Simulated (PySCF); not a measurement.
# C₈H₆: reorganisation energies

What do calculations give for the reorganisation energies of C₈H₆ (`C1=CC2=CC=CC2=C1`)?

Programs: PySCF 2.14.0, with routines of our own; each step states its level. All values are computed. Atoms count from 0.

## 1. The system as given

14 atoms, charge 0, multiplicity 1; geometry from: GFN2-xTB.

## 2. Relaxing the molecule at BHandHLYP/def2-SVP

The job: settings as JSON, then the geometry in Å.

```
{"job": {"xc": "BHandHLYP", "basis": "def2-SVP", "grid": 1, "kind": "geom"}, "charge": 0, "multiplicity": 1}
C      2.126670    -0.284031    -0.106563
C      1.560966     0.889801     0.229204
C      0.114112     0.693026     0.190869
C     -1.081669     1.288108     0.371231
C     -2.126819     0.283626     0.103619
C     -1.560825    -0.890090    -0.231381
C     -0.114374    -0.692917    -0.194558
C      1.081264    -1.287727    -0.376084
H      3.177866    -0.498376    -0.178344
H      2.057488     1.808228     0.481258
H     -1.291918     2.304045     0.657286
H     -3.177928     0.497409     0.177048
H     -2.057260    -1.808622    -0.481808
H      1.291748    -2.302952    -0.663943
```

Started as:

```bash
$ OMP_NUM_THREADS=1 python excited_run.py task.json out
```

The driver reads the jobs from task.json and runs them one after another.

Output:

```text
step   0  E = -307.95143846  max force = 0.010098
step   1  E = -307.95247190  max force = 0.001749
step   2  E = -307.95247416  max force = 0.000944
step   3  E = -307.95248283  max force = 0.000408
optimisation converged
```

It took 23 s on 1 thread of Intel Xeon Platinum 8488C, shared host; peak memory 0.55 GiB.

Step by step:

```tsv
step	energy from step 0 (eV)	largest force component (eV/Å)
0	0.0000	0.5193
1	-0.0281	0.0899
2	-0.0282	0.0485
3	-0.0284	0.0210
```

Distances of close pairs at the start and the end, largest changes first:

```tsv
bond	before (Å)	after (Å)	change (Å)
C0–C7	1.474	1.492	+0.018
C3–C4	1.474	1.492	+0.018
C5–C6	1.460	1.471	+0.010
C1–C2	1.461	1.471	+0.010
C5–H12	1.074	1.081	+0.008
C7–H13	1.076	1.084	+0.007
C1–H9	1.074	1.081	+0.007
C3–H10	1.076	1.084	+0.007
```

The final coordinates are the input of the step that follows.

```tsv
at the end point	value
point group (found at 0.08 Å tolerance)	C2h
rotational constants (GHz, main isotopes)	5.264, 2.185, 1.544
dipole moment (D)	0.00
```

## 3. Relaxation after adding or removing an electron (C₈H₆+ (doublet)): UKS BHandHLYP/def2-SVP

The job: settings as JSON, then the geometry in Å.

```
{"job": {"kind": "ionopt", "ions": [1], "xc": "BHandHLYP", "basis": "def2-SVP", "grid": 1}, "charge": 1, "multiplicity": 2}
C      2.180794    -0.160051    -0.107456
C      1.615337     0.995501     0.285812
C      0.160243     0.782202     0.270919
C     -1.030119     1.362169     0.503350
C     -2.092898     0.353799     0.219169
C     -1.527467    -0.801587    -0.174631
C     -0.072406    -0.587990    -0.160648
C      1.117998    -1.168297    -0.392009
H      3.241074    -0.352863    -0.209240
H      2.129863     1.906515     0.559325
H     -1.224554     2.374675     0.836536
H     -3.153157     0.546445     0.321474
H     -2.041966    -1.712598    -0.448204
H      1.312448    -2.181108    -0.724254
```

With the program's defaults for keys left out, this is: UKS BHandHLYP/def2-SVP geometry optimisation of the ion from the geometry of its parent, gas phase.

Output:

```text
step       E/Eh        max force   <S^2>
  0    -307.67722630   0.060798   0.7743
  1    -307.67816541   0.027001   0.7924
  2    -307.68697190   0.027790   0.7967
  3    -307.68625916   0.034008   0.7964
  4    -307.69194080   0.004948   0.7979
  5    -307.69147738   0.009205   0.7988
  6    -307.69217842   0.003302   0.7972
  7    -307.69207127   0.004900   0.7978
  8    -307.69224853   0.001059   0.7973
  9    -307.69225607   0.000781   0.7973
 10    -307.69226331   0.000468   0.7973
 11    -307.69226754   0.000222   0.7973
optimisation converged
```

Run time: 2.9 min. Hardware: 1 thread of Intel Xeon Platinum 8488C, shared host; peak memory 0.64 GiB.

In short:

```tsv
quantity	value
geometry moved (RMSD)	0.051 Å
⟨S²⟩	0.797
```

Bonds of the start that changed most:

```tsv
bond	start (Å)	end (Å)
C1–C2	1.471	1.394
C5–C6	1.471	1.394
C0–C1	1.345	1.419
C4–C5	1.345	1.419
C3–C4	1.492	1.419
C7–C0	1.492	1.419
```

Mulliken spin populations:

C0 0.49; C1 -0.15; C2 0.34; C3 -0.16; C4 0.49; C5 -0.16; C6 0.34; C7 -0.15; H8 -0.02; H9 0.00; H10 0.00; H11 -0.02; H12 0.00; H13 0.00

The fields below are evaluated on a grid from the run's orbitals.

ELF in a plane through or near 14 of the atoms.

Values, 10 rows by 14 columns:
```
0.00 0.00 0.00 0.00 0.00 0.00 0.00 0.00 0.00 0.00 0.00 0.00 0.00 0.00
0.00 0.00 0.00 0.00 0.01 0.07 0.00 0.00 0.01 0.07 0.00 0.00 0.00 0.00
0.00 0.00 0.00 0.03 0.98 0.99 0.10 0.00 0.86 1.00 0.69 0.00 0.00 0.00
0.00 0.00 0.00 0.01 0.70 0.87 0.56 0.38 0.66 0.95 0.09 0.00 0.00 0.00
0.00 0.00 0.74 0.76 0.63 0.41 0.84 0.62 0.49 0.90 0.46 0.85 0.10 0.00
0.00 0.01 0.98 1.00 0.13 0.64 0.45 0.78 0.17 0.36 0.96 1.00 0.59 0.00
0.00 0.00 0.05 0.06 0.35 0.50 0.92 0.50 0.15 0.57 0.06 0.09 0.00 0.00
0.00 0.00 0.00 0.03 0.98 1.00 0.18 0.03 0.89 1.00 0.58 0.00 0.00 0.00
0.00 0.00 0.00 0.00 0.65 0.86 0.02 0.00 0.35 0.88 0.08 0.00 0.00 0.00
0.00 0.00 0.00 0.00 0.00 0.00 0.00 0.00 0.00 0.00 0.00 0.00 0.00 0.00
```
The map spans 11.7 Å across and 9.6 Å up, centred on the molecule. Atoms in the plane (x, y in Å): C0 (-2.1, 0.0), C1 (-1.3, -1.2), C2 (0.0, -0.7), C3 (1.3, -1.2), C4 (2.1, 0.0), C5 (1.3, 1.2), C6 (0.0, 0.7), C7 (-1.3, 1.2), H8 (-3.2, 0.0), H9 (-1.7, -2.2), H10 (1.7, -2.2), H11 (3.2, 0.0), H12 (1.7, 2.2), H13 (-1.7, 2.2).

log10 of the density (e/Å³) in the same plane.

Ten even steps from '0' (-4.0) to '9' (1.8):
```
0000000000000000000000000000
0000000000000000000000000000
0000000012211001122100000000
0000001233332112333321000000
0000002345543333455432000000
0000012456664444566542100000
0000123456766666676543210000
0001234456977777886544321000
0002345567777897777655432000
0013467787666776668777643100
0013457777666776667877543100
0002345567777997777655432000
0001234456977777797544321000
0000123456766666676543210000
0000012456664444666542100000
0000002345543333455432000000
0000001233332112333321000000
0000000012211001122100000000
0000000000000000000000000000
0000000000000000000000000000
```
The map spans 11.7 Å across and 9.6 Å up, centred on the molecule. Atoms in the plane (x, y in Å): C0 (-2.1, 0.0), C1 (-1.3, -1.2), C2 (0.0, -0.7), C3 (1.3, -1.2), C4 (2.1, 0.0), C5 (1.3, 1.2), C6 (0.0, 0.7), C7 (-1.3, 1.2), H8 (-3.2, 0.0), H9 (-1.7, -2.2), H10 (1.7, -2.2), H11 (3.2, 0.0), H12 (1.7, 2.2), H13 (-1.7, 2.2).

On the surface of density 0.002 e/bohr³ the electrostatic potential runs, from the 1st to the 99th percentile, from 4.27 V near C4 to 5.23 V near H10.

The spin density lies nearest to C0, C4 about 21 % each; C2, C6 about 16 % each.

## 4. Relaxation after adding or removing an electron (C₈H₆− (doublet)): UKS BHandHLYP/def2-SVP

Settings changed since step 3:

```diff
@@ -1,2 +1,2 @@
-{"job": {"kind": "ionopt", "ions": [1], "xc": "BHandHLYP", "basis": "def2-SVP", "grid": 1}, "charge": 1, "multiplicity": 2}
+{"job": {"kind": "ionopt", "ions": [-1], "xc": "BHandHLYP", "basis": "def2-SVP", "grid": 1}, "charge": -1, "multiplicity": 2}
 C      2.180794    -0.160051    -0.107456
```

With the program's defaults for keys left out, this is: UKS BHandHLYP/def2-SVP geometry optimisation of the ion from the geometry of its parent, gas phase.

Output:

```text
step       E/Eh        max force   <S^2>
  0    -307.97281970   0.085159   0.7696
  1    -307.98082230   0.022220   0.8020
  2    -307.98582215   0.013298   0.8055
  3    -307.98505387   0.029571   0.8066
  4    -307.98910516   0.007336   0.8066
  5    -307.98907576   0.007605   0.8065
  6    -307.98948341   0.001881   0.8067
  7    -307.98942915   0.003297   0.8066
  8    -307.98950640   0.001459   0.8066
  9    -307.98950589   0.001012   0.8066
 10    -307.98951759   0.000111   0.8066
optimisation converged
```

Wall time 2.2 min (1 thread of Intel Xeon Platinum 8488C, shared host); peak memory 0.7 GiB.

In short:

```tsv
quantity	value
geometry moved (RMSD)	0.053 Å
⟨S²⟩	0.807
```

Bonds of the start that changed most:

```tsv
bond	start (Å)	end (Å)
C3–C4	1.492	1.410
C7–C0	1.492	1.410
C6–C7	1.344	1.422
C2–C3	1.344	1.421
C0–C1	1.345	1.411
C4–C5	1.345	1.411
```

## 5. Reorganisation energies: UKS BHandHLYP/def2-SVP

Settings changed since step 4:

```diff
@@ -1,2 +1,2 @@
-{"job": {"kind": "ionopt", "ions": [-1], "xc": "BHandHLYP", "basis": "def2-SVP", "grid": 1}, "charge": -1, "multiplicity": 2}
+{"job": {"kind": "reorg", "ions": [1, -1], "xc": "BHandHLYP", "basis": "def2-SVP", "grid": 1}, "charge": 0, "multiplicity": 1}
 C      2.180794    -0.160051    -0.107456
```

Level: UKS BHandHLYP/def2-SVP four-point reorganisation energy, gas phase.

Output:

```text
final grid: 56272 points
cycle   1  E = -307.9151276883  dE =  1.852e+00  |g| = 3.239e-01  |ddm| = 4.565e+00
cycle   2  E = -307.9396728505  dE = -2.455e-02  |g| = 2.201e-01  |ddm| = 9.736e-01
cycle   3  E = -307.9505830208  dE = -1.091e-02  |g| = 8.224e-02  |ddm| = 3.668e-01
cycle   4  E = -307.9522439707  dE = -1.661e-03  |g| = 2.782e-02  |ddm| = 1.253e-01
cycle   5  E = -307.9524550104  dE = -2.110e-04  |g| = 6.316e-03  |ddm| = 3.326e-02
cycle   6  E = -307.9524708304  dE = -1.582e-05  |g| = 2.102e-03  |ddm| = 8.944e-03
cycle   7  E = -307.9524792493  dE = -8.419e-06  |g| = 1.909e-03  |ddm| = 9.082e-03
cycle   8  E = -307.9524825196  dE = -3.270e-06  |g| = 5.850e-04  |ddm| = 6.869e-03
cycle   9  E = -307.9524828230  dE = -3.034e-07  |g| = 1.807e-04  |ddm| = 2.549e-03
cycle  10  E = -307.9524828344  dE = -1.145e-08  |g| = 3.713e-05  |ddm| = 3.878e-04
cycle  11  E = -307.9524828351  dE = -6.646e-10  |g| = 5.659e-06  |ddm| = 9.210e-05
converged SCF energy = -307.9524828351

hole transfer: vertical 7.4467 eV, relaxation of the ion converged
  adiabatic 7.0808 eV, lambda(ion) 0.3659, lambda(parent) 0.5613, total 0.9272 eV

electron transfer: vertical 0.6101 eV, relaxation of the ion converged
  adiabatic 1.0078 eV, lambda(ion) 0.3976, lambda(parent) 0.4439, total 0.8416 eV
```

Run time: 6.1 s. Hardware: 1 thread of Intel Xeon Platinum 8488C, shared host; peak memory 0.62 GiB.

## 6. Summary of results

```
                                                       quantity                 value
                                                    point group                   C2h
                           rotational constants (main isotopes)  5.26, 2.18, 1.54 GHz
         geometry moved (RMSD) (step 3, UKS BHandHLYP/def2-SVP)               0.051 Å
         geometry moved (RMSD) (step 4, UKS BHandHLYP/def2-SVP)               0.053 Å
    hole reorganisation energy (step 5, UKS BHandHLYP/def2-SVP)             0.9272 eV
electron reorganisation energy (step 5, UKS BHandHLYP/def2-SVP)             0.8416 eV
```

Over 3 steps the energy fell by 0.028 eV; of the close pairs, C0–C7 changed most, 1.474 to 1.492 Å. In step 3 (relaxation after adding or removing an electron), among the bonds C1–C2 changes most, from 1.471 to 1.394 Å. In step 4 (relaxation after adding or removing an electron), among the bonds C3–C4 changes most, from 1.492 to 1.410 Å.
